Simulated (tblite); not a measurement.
# C6H10O2Si2: the cost of one run

The runs use tblite 0.8.0 and PySCF 2.14.0, with density-fitted response routines of our own; the level of theory stands in each step. All values are computed, except where a source is named. Atoms count from 0, in the outputs and in this text.

### 1 Starting geometry

20 atoms, charge 0, multiplicity 1; geometry from: force field or distance geometry start.

Bonds of the start (Å): C0–C1 1.22, C1–Si2 1.80, Si2–C3 1.84, C3–C4 1.33, C4–C5 1.48, C5–O6 1.39, O6–C7 1.39, C4–Si8 1.85, Si8–O9 1.71, O9–Si2 1.72, C0–H10 1.06, Si2–H11 1.48, C3–H12 1.07, C5–H13 1.11, C5–H14 1.11, C7–H15 1.11, C7–H16 1.10, C7–H17 1.13, Si8–H18 1.48, Si8–H19 1.48.

### 2 Relaxing the molecule with GFN2-xTB

The job: settings as JSON, then the geometry in Å.

```
{"job": {"kind": "relax", "xc": "GFN2-xTB", "basis": "xTB"}, "charge": 0, "multiplicity": 1}
C      4.529400     0.151000     0.692800
C      3.628700     0.096800    -0.131200
Si     2.318500     0.020100    -1.362700
C      0.831500     0.951900    -0.809500
C     -0.095400     0.109800    -0.351800
C     -1.411300     0.542200     0.164100
O     -2.386400    -0.032400    -0.639100
C     -3.667300     0.316500    -0.215800
Si     0.465300    -1.643500    -0.483200
O      1.762800    -1.587400    -1.589500
H      5.301300     0.192200     1.420700
H      2.759500     0.579300    -2.657800
H      0.742100     2.021800    -0.821600
H     -1.484000     1.647100     0.149100
H     -1.563100     0.207500     1.207200
H     -4.389200    -0.185100    -0.893800
H     -3.809500     1.397300    -0.108700
H     -3.835100    -0.181100     0.785000
H     -0.623500    -2.513700    -0.982200
H      0.920600    -2.079600     0.857100
```

Command:

```sh
> OMP_NUM_THREADS=1 python probes_run.py task.json out
```

The driver reads the jobs from task.json and runs them one after another.

**Question.** How long does this first job take on 1 thread of Arm Neoverse N1, shared host, and how much memory does it need?

About 2.9 s, with a peak of 0.18 GiB.
